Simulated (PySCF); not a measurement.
**The bond of CsP, level by level**

What are the lowest state that PBE0 finds, the bond length, vibrational wavenumber and bond energy of CsP, and how much do these hang on the method?

Program: PySCF 2.14.0. Level of theory: Cs def2-TZVPP with ECP46, P def2-TZVPP, scalar-relativistic core potentials. These are calculated values, not measurements.

**1. Input**

The job is set up so:

```json
{
  "atoms": "Cs, P",
  "charge": "0",
  "basis": "Cs def2-TZVPP with ECP46, P def2-TZVPP",
  "Hamiltonian": "scalar-relativistic core potentials",
  "basis functions": "78",
  "electrons treated": "24",
  "masses in u": "132.9054, 30.9738",
  "levels": "PBE0, PBE, r²SCAN, PW91, r²SCAN0, r²SCANh, BHandHLYP, ωB97X-V, HF, MP2, SCS-MP2, CCSD, CCSD(T)",
  "grid": "80 radial by 434 angular points",
  "occupations": "held fixed by the projection of orbital angular momentum",
  "dissociation limit": "Cs + P, each in its ground configuration",
  "starting distance in angstrom": "3.270",
  "values of 2S to try": "0, 2, 4"
}
```

Started as:

```bash
> OMP_NUM_THREADS=1 python dia.py task.json out
```

Further steps of the session: The PBE0 curve of the state that the search chose; Other states along the same grid; PBE (GGA); r²SCAN; PW91 (GGA); r²SCAN0; r²SCANh (hybrid meta-GGA); BHandHLYP; ωB97X-V (range-separated hybrid); UHF; MP2 and coupled cluster.

What does the calculation give? Wanted: for each run, Re; ωe; De; μ.

**Answer**, as computed:

Lowest PBE0 solution found, without spin–orbit coupling: ³Σ⁻ (triplet), unpaired electrons π ↑↑. State 2 has its PBE0 minimum 0.18 eV higher. State 3 has its PBE0 minimum 0.30 eV higher, as a spin-mixed determinant (⟨S²⟩ = 1.01), so this is no gap between pure states. State 4 has its PBE0 minimum 0.47 eV higher, as a spin-mixed determinant (⟨S²⟩ = 1.01), so this is no gap between pure states. The other levels ran on the lowest alone.

```
      level  Re (Å)  ωe (cm⁻¹)  De (eV)   μ (D)
        UHF   3.398      160.2    0.320  -12.10
    UHF-MP2   3.306      164.8     0.92     n/a
UHF-SCS-MP2   3.324      162.7     1.00     n/a
   UHF-CCSD   3.325      163.0     0.98     n/a
UHF-CCSD(T)   3.322      161.9     1.03     n/a
        PBE   3.299      159.4     1.47   -8.77
       PW91   3.297      160.7     1.52   -8.79
     r²SCAN   3.304      163.9     1.42  -10.02
    r²SCANh   3.297      166.2     1.39  -10.27
       PBE0   3.279      168.0     1.39   -9.90
    r²SCAN0   3.290      169.1     1.34  -10.57
  BHandHLYP   3.318      166.4     1.26  -10.64
    ωB97X-V   3.291      173.7     1.55  -11.19
```

De is counted to Cs + P in their ground configurations. A positive dipole means Cs(−)P(+).

Differences from CCSD(T) in the same basis:

```
      level  Re (mÅ)  ωe (%)
        UHF      +77    -1.0
    UHF-MP2      -16    +1.8
UHF-SCS-MP2       +2    +0.5
   UHF-CCSD       +3    +0.7
        PBE      -23    -1.6
       PW91      -24    -0.8
     r²SCAN      -18    +1.2
    r²SCANh      -24    +2.7
       PBE0      -43    +3.7
    r²SCAN0      -32    +4.5
  BHandHLYP       -4    +2.7
    ωB97X-V      -31    +7.3
```

What this shows: Judged by CCSD(T) in the same basis: best bond length UHF-SCS-MP2 (+2 mÅ), worst UHF (+77 mÅ); best wavenumber UHF-SCS-MP2 (+0.5 %), worst ωB97X-V (+7.3 %). Among the levels with a De in the table, it runs from 0.320 eV (UHF) to 1.55 eV (ωB97X-V).

Correlated steps freeze 5 core orbitals. Spin–orbit coupling is left out, which matters for elements this heavy, above all for dissociation energies. With spin–orbit coupling the term label itself may not hold.
